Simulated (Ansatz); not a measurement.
# SmF: the cost of one run

Computed with Ansatz 0.2.0 (DFT PBE, scalar-relativistic, plane waves, PAW; 4f electrons in the core of a trivalent norm-conserving potential, unless a step's input says otherwise).

## Step 1: Starting point

The structure is cubic, space group Pm-3m (No. 221). The conventional cell has a = 3.474 Å, b = 3.474 Å, c = 3.474 Å, α = 90.00°, β = 90.00°, γ = 90.00°. Around Sm (site symmetry m-3m) lie 8 F at 3.01 Å. F (site symmetry m-3m) has 8 Sm at 3.01 Å in its first shell of neighbours.

Coordinates:

```cif
data_structure
_symmetry_space_group_name_H-M 'Pm-3m'
_symmetry_Int_Tables_number 221
_cell_length_a 3.4739
_cell_length_b 3.4739
_cell_length_c 3.4739
_cell_angle_alpha 90.000
_cell_angle_beta 90.000
_cell_angle_gamma 90.000
_cell_volume 41.92
loop_
_atom_site_label
_atom_site_type_symbol
_atom_site_symmetry_multiplicity
_atom_site_Wyckoff_symbol
_atom_site_fract_x
_atom_site_fract_y
_atom_site_fract_z
_atom_site_occupancy
Sm1 Sm 1 a 0.00000 0.00000 0.00000 1
F1 F 1 b 0.50000 0.50000 0.50000 1
```

Recipe of the guess: species swapped into a database cell of SrTl (Pm-3m, No. 221), with Sm on the Sr sites and F on the Tl sites. Lengths come from tabulated atomic sizes and are only a guess.

## Step 2: A first look at the guess

File input.yaml:

```yaml
crystal:
  lattice:
    - [3.47387014, 0.0, 0.0]
    - [0.0, 3.47387014, 0.0]
    - [0.0, 0.0, 3.47387014]
  atoms:
    - { symbol: Sm, position: [0.0, 0.0, 0.0] }
    - { symbol: F, position: [0.5, 0.5, 0.5] }
basis:
  ecutwfc: 690
kpoints:
  mp_grid: { grid: [6, 6, 6] }
hamiltonian:
  xc: pbe
  pseudopotentials:
    kind: paw
    azcp: { Sm: "pseudopotentials/pbe/nc/lanthanide_3plus/Sm.nc.azcp" }
scf:
  occupations: { method: gaussian, width: 0.1 }
  lower_state_search: "off"
output:
  forces: true
  stress: true
  eigenvalues: true
```

Launch:

```
> ansatz run input.yaml --threads 1 --pin off --max-ram 2560MiB --backend cpu --events-out ev --progress --plain --runs-dir out
```

**Question.** How long does this run take on 1 thread of Arm Neoverse V1, shared host, and how much memory does it need?

About 2 s, with a peak of 0.27 GiB.
